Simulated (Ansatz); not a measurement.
# F2H5NOSi2: the cost of one run

Method: the settings change from run to run; program: Ansatz 0.2.0, Gaussian basis.

## Step 1: The relaxed structure

An earlier PBE0-D4 in a triple-zeta def2 set relaxation fixed the geometry.

SMILES `O[SiH](F)N[SiH2]F`, 11 atoms, charge 0, spin multiplicity 1.

Atoms are counted from 1 here; the program's logs count them from 0.

Bond lengths: O1–Si2 1.630 Å, O1–H7 0.958 Å, Si2–F3 1.587 Å, Si2–N4 1.712 Å, Si2–H8 1.475 Å, N4–Si5 1.712 Å, N4–H9 1.012 Å, Si5–F6 1.601 Å, Si5–H10 1.479 Å, Si5–H11 1.477 Å. Angles: Si2–O1–H7 117.8°, O1–Si2–F3 103.3°, O1–Si2–N4 112.5°, O1–Si2–H8 114.0°, F3–Si2–N4 111.0°, F3–Si2–H8 108.4°, N4–Si2–H8 107.6°, Si2–N4–Si5 128.5°, Si2–N4–H9 115.8°, Si5–N4–H9 115.7°, N4–Si5–F6 111.4°, N4–Si5–H10 109.7°, N4–Si5–H11 108.9°, F6–Si5–H10 106.2°, F6–Si5–H11 106.9°, H10–Si5–H11 113.7°.

## Step 2: wPBEh/6-31G*

Options: multiplicity 3, density fitting with cc-pVTZ-jkfit.

in.yaml

```yaml
crystal:
  periodic: [false, false, false]
  atoms:
    - {symbol: O, position_ang: [-1.930600, -1.608196, -0.339284]}
    - {symbol: Si, position_ang: [-0.368764, -1.307434, 0.015496]}
    - {symbol: F, position_ang: [0.403618, -2.498519, -0.694741]}
    - {symbol: N, position_ang: [0.158351, 0.207842, -0.581138]}
    - {symbol: Si, position_ang: [0.982781, 1.453646, 0.254749]}
    - {symbol: F, position_ang: [-0.037144, 2.546005, 0.828737]}
    - {symbol: H, position_ang: [-2.578462, -0.941957, -0.106907]}
    - {symbol: H, position_ang: [-0.063671, -1.348485, 1.457750]}
    - {symbol: H, position_ang: [-0.060167, 0.399109, -1.551071]}
    - {symbol: H, position_ang: [1.875891, 2.172803, -0.678833]}
    - {symbol: H, position_ang: [1.683668, 0.868186, 1.415846]}
basis:
  gaussian: {orbitals: "6-31G*", fitting: {mean_field: cc-pVTZ-jkfit}}
magnetization: {spin_polarized: true, initial_magnetization: 2}
hamiltonian: {xc: {name: wPBEh}}
```

Run with:

```bash
$ ansatz run in.yaml --threads 2 --pin off --events-out ev --progress --plain --max-ram 20480MiB --backend cpu
```

What time and memory should one allow on 2 threads of AMD EPYC 7R13, shared host?

About 8.5 s, with a peak of 0.47 GiB.
